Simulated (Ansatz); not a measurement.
# F5H2OW: the cost of one run

Program: Ansatz 0.2.0. Level of theory: UKS PBE/def2-SVP. These are calculated values, not measurements.

## (1) The system as given

Bond lengths: W1–F2 2.100 Å, W1–F3 1.850 Å, W1–F4 1.850 Å, W1–F5 1.850 Å, W1–O6 1.940 Å, O6–H7 1.010 Å, W1–F8 1.850 Å. Angles (14 of 16 angles, heavy atoms first): F2–W1–F3 90.0°, F2–W1–F4 90.0°, F2–W1–F5 90.0°, F2–W1–O6 90.0°, F2–W1–F8 180.0°, F3–W1–F4 90.0°, F3–W1–F5 180.0°, F3–W1–O6 90.0°, F3–W1–F8 90.0°, F4–W1–F5 90.0°, F4–W1–O6 180.0°, F4–W1–F8 90.0°, F5–W1–O6 90.0°, F5–W1–F8 90.0°.

Coordinates:

```xyz
9

W     0.0000    0.0000    0.0000
F     0.0000    0.0000    2.1000
F     1.8500    0.0000    0.0000
F     0.0000    1.8500    0.0000
F    -1.8500    0.0000    0.0000
O     0.0000   -1.9400    0.0000
H     0.3816   -2.2771    0.8723
F     0.0000    0.0000   -1.8500
H     0.0000    0.0000    3.3200
```

## (2) A restrained relaxation towards end A

Springs on the bonds that form and break draw the guess towards this end; the thresholds are loose.

input.yaml reads:

```yaml
crystal:
  periodic: [false, false, false]
  atoms:
    - { symbol: W, position_ang: [0.0, 0.0, 0.0] }
    - { symbol: F, position_ang: [0.0, 0.0, 2.1] }
    - { symbol: F, position_ang: [1.85, 0.0, 0.0] }
    - { symbol: F, position_ang: [0.0, 1.85, 0.0] }
    - { symbol: F, position_ang: [-1.85, 0.0, 0.0] }
    - { symbol: O, position_ang: [0.0, -1.94, 0.0] }
    - { symbol: H, position_ang: [0.3816, -2.2771, 0.8723] }
    - { symbol: F, position_ang: [0.0, 0.0, -1.85] }
    - { symbol: H, position_ang: [0.0, 0.0, 3.32] }
magnetization:
  spin_polarized: true
  initial_magnetization: 1
basis:
  gaussian: { orbitals: def2-SVP }
hamiltonian:
  xc: pbe
relax:
  f_tol: 0.15
  max_steps: 25
  restrain:
    - { distance: [1, 8], at: 2.12, k: 30.0 }
    - { distance: [0, 1], at: 1.85, k: 30.0 }
output:
  orbitals: {}
```

Run with:

```bash
$ ansatz run input.yaml --threads 4 --pin off --max-ram 5120MiB --backend cpu --events-out ev --progress --plain --runs-dir out
```

Q: Estimate wall time and peak memory on 4 threads of Arm Neoverse V2, shared host.

About 60 s, with a peak of 0.33 GiB.
